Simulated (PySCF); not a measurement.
# GeI2O: the cost of one run

Program: PySCF 2.14.0. Level of theory: method and basis as typed in the scripts. These are calculated values, not measurements.

5 further runs of the same task are left out: 5 that didn't finish.

## 1. Starting geometry

GeI2O: 4 atoms, charge 0, spin multiplicity 1.

Bond lengths: Ge1–O2 1.597 Å, Ge1–I3 2.436 Å, Ge1–I4 2.436 Å. Angles: O2–Ge1–I3 124.8°, O2–Ge1–I4 124.8°, I3–Ge1–I4 110.5°.

Geometry (Å):

```xyz
4

Ge   -0.7729    0.0000   -0.5570
O    -2.0685    0.0000   -1.4906
I    -0.8160    0.0000    1.8791
I     1.5244    0.0000   -1.3687
```

## 2. The run that the others are compared with

input.py

```python
from pyscf import gto, dft

mol = gto.M(
    atom='Ge -0.7729 0 -0.557; O -2.0685 0 -1.4906; I -0.816 0 1.8791; I 1.5244 0 -1.3687',
    basis='def2-svp',
    ecp={'I': 'def2-svp'},
    charge=0,
    spin=0,
    verbose=4,
)
mf = dft.RKS(mol, xc='r2scan')
mf.kernel()
mf.mulliken_pop()
mf.dip_moment()
print('orbital energies (hartree):', mf.mo_energy[..., max(0, mol.nelec[1]-3):mol.nelec[0]+3].round(4))
```

Run with:

```sh
> OMP_NUM_THREADS=1 python input.py
```

**Question.** How long does this run take on 1 thread of Arm Neoverse N1, shared host, and how much memory does it need?

About 30 s, with a peak of 0.5 GiB.
